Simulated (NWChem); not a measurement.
# M06-2X/aug-cc-pVDZ run of C2H3F (SMILES C=CF)

Aim: the electronic atomisation energy of C2H3F at M06-2X/aug-cc-pVDZ, from 4 runs. 

The results are computed with NWChem 7.3.0.

## (1) Starting point

The species is C2H3F (6 atoms), meant as a singlet with charge 0. SMILES: `C=CF`. Geometry: relaxed at PBE0-D4/def2-TZVP.

Bond lengths: C1–C2 1.316 Å, C2–F3 1.336 Å, C1–H4 1.082 Å, C1–H5 1.081 Å, C2–H6 1.084 Å. Angles: C1–C2–F3 122.3°, C1–C2–H6 125.7°, F3–C2–H6 112.0°, C2–C1–H4 121.6°, C2–C1–H5 119.2°, H4–C1–H5 119.2°.

## (2) The energy at M06-2X/aug-cc-pVDZ (run 1)

Contents of struct.nw:

```
start struct
memory total 2200 mb
geometry units au noautosym nocenter noautoz
  C     -1.01327115     0.14437508    -0.83677073
  C      0.92596580    -0.03080254     0.71167086
  F      1.82585338    -2.25330943     1.50327713
  H     -1.97268510    -1.51801700    -1.54315035
  H     -1.66333693     1.99196031    -1.41672768
  H      1.97684250     1.54466213     1.49420645
end
basis spherical bse
  C library aug-cc-pVDZ
  F library aug-cc-pVDZ
  H library aug-cc-pVDZ
end
dft
  xc m06-2x
  grid fine
  convergence energy 1e-08
  iterations 100
  mulliken
  noprint "final vectors analysis"
end
task dft energy
```

Launch:

```console
$ nwchem struct.nw > struct.out
```

The program printed:

```text
[...]
          Wavefunction type:  closed shell.
          No. of atoms     :     6
          No. of electrons :    24
[...]
          Charge           :     0
          Spin multiplicity:     1
[...]
          AO basis - number of functions:    96
[...]
              XC Information
              --------------
                       M06-2X Method XC Functional
                     Hartree-Fock (Exact) Exchange  0.540
                        M06-2X Exchange Functional  1.000
                      M06-2X Correlation Potential  1.000
[...]
 d= 0,ls=0.0,diis     1   -177.7286655430 -2.46D+02  1.60D-02  3.88D-01     1.7
[...]
 d= 0,ls=0.0,diis    10   -177.7751474732 -2.77D-10  5.53D-07  1.27D-09    13.9
         Total DFT energy =     -177.775147473219
      One electron energy =     -377.368305731926
           Coulomb energy =      154.118730099879
    Exchange-Corr. energy =      -22.318869717571
 Nuclear repulsion energy =       67.793297876400
[...]
      Total Density - Mulliken Population Analysis
     ---------------------------------------------
    Atom       Charge   Shell Charges
 -----------   ------   -------------------------------------------------------
    1 C    6     5.39   2.02  0.66  0.59 -0.21  2.10  0.26  0.03  0.04 -0.10
    2 C    6     4.99   2.02  0.68  0.29 -0.05  1.98 -0.04  0.10  0.13 -0.11
    3 F    9     9.40   2.01  0.89  1.05  0.11  3.32  1.93  0.07  0.01  0.02
    4 H    1     1.43   0.77  0.67  0.01  0.03 -0.05
    5 H    1     1.42   0.78  0.65  0.01  0.03 -0.05
    6 H    1     1.37   0.78  0.60  0.00  0.03 -0.03
[...]
```

Wall time 14 s (1 thread of Intel Xeon 6975P-C (Granite Rapids), shared host); peak memory 0.11 GiB.

## (3) The C atom, same level (run 2)

Contents of c.nw:

```
start c
memory 2200 mb
charge 0

geometry units angstrom noautosym nocenter noautoz
C        0.000000       0.000000       0.000000
end

basis spherical bse
* library aug-cc-pVDZ
end

dft
xc m06-2x
mult 3
grid fine
convergence energy 1e-08
iterations 100
mulliken
noprint "final vectors analysis"
end

task dft energy
```

Run the same way, it converges to -37.83834 Eh (log not shown).

Run 3 isn't shown in full; the table further down has it.

## (4) The H atom (run 4)

Contents of h.nw:

```
start h
title "H M06-2X"
memory total 2200 mb

geometry units angstrom noautosym nocenter noautoz
  H        0.000000       0.000000       0.000000
end

basis spherical bse
  * library aug-cc-pVDZ
end

dft
  xc m06-2x
  mult 2
  grid fine
  convergence energy 1e-08
  iterations 100
  mulliken
  print low
end

task dft energy
```

Run the same way, it converges to -0.49790 Eh (log not shown).

## (5) The series

| run | level | partner | energy (Eh) | wall time |
| --- | --- | --- | --- | --- |
| 1 | M06-2X/aug-cc-pVDZ | base | -177.775147 | 14 s |
| 2 | UM06-2X/aug-cc-pVDZ | atoms | -37.838339 | 0.88 s |
| 3 | UM06-2X/aug-cc-pVDZ | atoms | -99.705430 | 1.1 s |
| 4 | UM06-2X/aug-cc-pVDZ | atoms | -0.497898 | 0.56 s |

## (6) Outcome

Level: M06-2X/aug-cc-pVDZ.

```
                     quantity        value
         H atom: total energy  -0.49790 Eh
                 H atom: ⟨S²⟩        0.750
electronic atomisation energy    24.472 eV
```

What this shows: Taking the molecule apart into free atoms costs 24.47 eV (564 kcal/mol), before zero-point energy and without spin-orbit coupling. All runs together took 17 s, the longest 14 s.
